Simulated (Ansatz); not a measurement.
# CH₆AlBS₂: basis-set convergence

The task here is to estimate one member of a computed series from the others.

Program: Ansatz 0.2.0, Gaussian basis. Level of theory: one geometry, several basis sets. These are calculated values, not measurements.

Plan: PBE0-D4/def2-SVP; ωB97M-V/def2-SVP; PBE0-D4/def2-QZVPP; ωB97M-V/def2-QZVPP; the functionals' def2-TZVPP values are taken from earlier runs.

**Structure used throughout**

The geometry comes from an earlier relaxation with PBE0-D4 in a triple-zeta def2 set; it is a stationary point, not always the lowest conformer.

11 atoms, charge 0, spin multiplicity 1.

Atoms are counted from 1 here; the program's logs count them from 0.

Bond lengths: C1–B2 1.567 Å, C1–H6 1.096 Å, C1–H7 1.093 Å, C1–H8 1.094 Å, B2–Al3 2.046 Å, B2–S5 1.888 Å, Al3–S4 2.345 Å, Al3–H9 1.587 Å, S4–S5 2.081 Å, H10–H11 0.782 Å. Angles: B2–C1–H6 108.8°, B2–C1–H7 112.7°, B2–C1–H8 112.3°, H6–C1–H7 106.7°, H6–C1–H8 107.4°, H7–C1–H8 108.7°, C1–B2–Al3 139.9°, C1–B2–S5 121.9°, Al3–B2–S5 97.4°, B2–Al3–S4 57.3°, B2–Al3–H9 162.2°, S4–Al3–H9 125.3°, Al3–S4–S5 83.6° and more.

The first run:

The input, in.yaml:

```yaml
crystal:
  periodic: [false, false, false]
  atoms:
    - {symbol: C, position_ang: [-1.954830, 0.350843, 0.041799]}
    - {symbol: B, position_ang: [-0.422679, 0.096285, -0.165627]}
    - {symbol: Al, position_ang: [1.336820, 0.204784, 0.872437]}
    - {symbol: S, position_ang: [0.416174, -1.827132, 0.150113]}
    - {symbol: S, position_ang: [0.239528, -0.832751, -1.669699]}
    - {symbol: H, position_ang: [-2.229448, 1.283688, -0.463764]}
    - {symbol: H, position_ang: [-2.224302, 0.471799, 1.093623]}
    - {symbol: H, position_ang: [-2.568886, -0.445870, -0.387157]}
    - {symbol: H, position_ang: [2.390372, 0.368851, 2.047670]}
    - {symbol: H, position_ang: [2.828600, 0.233449, -0.502143]}
    - {symbol: H, position_ang: [2.254050, 0.039155, -0.996553]}
basis:
  gaussian: {orbitals: def2-SVP}
hamiltonian: {xc: pbe0, dispersion: d4}
output: {orbitals: {seedname: orbitals}}
```

On the command line:

```bash
$ ansatz run in.yaml --threads 4 --pin off --events-out ev --progress --plain --max-ram 10444MiB
```

Steps of the session up to this table: PBE0-D4 in def2-SVP; ωB97M-V in def2-SVP; PBE0-D4 in def2-QZVPP; ωB97M-V in def2-QZVPP.

One table of the session follows, with a row left open; its other results are not shown here.

It belongs to the step «Density functionals: the series». 

| functional | basis | HOMO (eV) |
| --- | --- | --- |
| PBE0-D4 | def2-SVP | -6.16 |
| PBE0-D4 | def2-TZVPP | -6.18 |
| PBE0-D4 | def2-QZVPP | -6.20 |
| ωB97M-V | def2-SVP | -8.12 |
| ωB97M-V | def2-TZVPP | -8.18 |
| ωB97M-V | def2-QZVPP | ? |

Q: Estimate the row for ωB97M-V, def2-QZVPP from the others.

As computed: HOMO (eV): -8.19. In the column «HOMO (eV)» it is the lowest.
